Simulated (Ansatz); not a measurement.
# MnSi3: the cost of one run

Computed with Ansatz 0.2.0 (DFT PBE, scalar-relativistic, plane waves, PAW, unless a step names another level, unless a step's input says otherwise).

## Step 1: The system as given

The structure is tetragonal, space group P4/mmm (No. 123). Conventional cell: a = 2.746 Å, b = 2.746 Å, c = 7.461 Å, α = 90.00°, β = 90.00°, γ = 90.00°. Mn (site symmetry 4/mmm) has 8 Si at 2.36 Å as nearest neighbours. Around Si (site symmetry 4mm) lie 4 Mn at 2.36 Å and 6 Si at 2.38 to 2.75 Å. Si (site symmetry 4/mmm) has 2 Si at 2.38 Å as nearest neighbours.

Structure file:

```
CELL_PARAMETERS angstrom
2.74569 0.00000 0.00000
0.00000 2.74569 0.00000
0.00000 0.00000 7.46145
ATOMIC_POSITIONS crystal
Mn 0.50000 0.50000 0.50000
Si 0.00000 0.00000 0.68082
Si 0.00000 0.00000 0.31918
Si 0.00000 0.00000 0.00000
```

It came out lowest among 18 distinct ends of the trial cells. At a tolerance of 0.05 Å it has space group P4/mmm (No. 123).

## Step 2: A stricter relaxation, on the response runs' mesh and smearing

input.yaml reads:

```yaml
crystal:
  lattice:
    - [2.7456935739, 0.0, 0.0]
    - [0.0, 2.7456935739, 0.0]
    - [0.0, 0.0, 7.461453505]
  atoms:
    - { symbol: Mn, position: [0.5, 0.5, 0.5] }
    - { symbol: Si, position: [0.0, 0.0, 0.6808167649] }
    - { symbol: Si, position: [0.0, 0.0, 0.3191832351] }
    - { symbol: Si, position: [0.0, 0.0, 0.0] }
basis:
  ecutwfc: 420
kpoints:
  mp_grid: { grid: [14, 14, 6] }
hamiltonian:
  xc: pbe
scf:
  occupations: { method: gaussian, width: 0.1 }
output:
  forces: true
  stress: true
  eigenvalues: true
relax:
  adjacent_minimum: "off"
  f_tol: 0.001
  max_steps: 60
  cell: { stress_tol: 0.01 }
```

The run is started by

```sh
$ ansatz run input.yaml --threads 3 --pin off --max-ram 7680MiB --backend cpu --events-out ev --progress --plain --runs-dir out
```

Q: Estimate wall time and peak memory on 3 threads of Intel Xeon Platinum 8259CL at 2.50GHz (Skylake/Cascade Lake), shared host.

About 15 s, with a peak of 0.51 GiB.
